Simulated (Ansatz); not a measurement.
The system is VW2C3.

```
W V C
1.0
    -1.52449    2.16193    4.58503
     1.52449   -2.16193    4.58503
     1.52449    2.16193   -4.58503
W V C
2 1 3
Direct
  0.83402 0.33402 0.50000
  0.16598 0.66598 0.50000
  0.50000 0.00000 0.50000
  0.33904 0.33904 0.00000
  0.66096 0.66096 0.00000
  0.00000 0.00000 0.00000
```

The cell comes from a database or a generator and needn't be the stable form of this composition.

Base run:

```yaml
Program: Ansatz 0.2.0
Functional: LDA
Potentials_or_basis: Ansatz PAW
Cutoff: 420 eV
Density_cutoff: 1680 eV
k_mesh: 11 × 11 × 11
Occupations: fermi-dirac, width 0.05 eV
Spin: collinear spin, ferromagnetic start
Starting_moments: "[0.0, 0.0, 2.0, 0.0, 0.0, 0.0] μB"
```

Its results: band gap on the k mesh none (metal or under the smearing width); pressure -16.2 GPa; net moment 0.00 μB per cell; largest force 0.062 eV/Å.

Problem. The run is repeated on the same cell with these changes: functional from LDA to PBE. What comes out?

Solution. Band gap on the k mesh none (metal or under the smearing width); pressure -1.4 GPa; net moment 0.00 μB per cell; largest force 0.054 eV/Å.

PBE binds less tightly than LDA, so the same cell stands under more pressure.

Caveats: the PAW data sets come from PBE, with cores solved anew for the run's functional, which leaves a small shift of forces and pressure (some runs).

Not every run made on this cell is shown here.
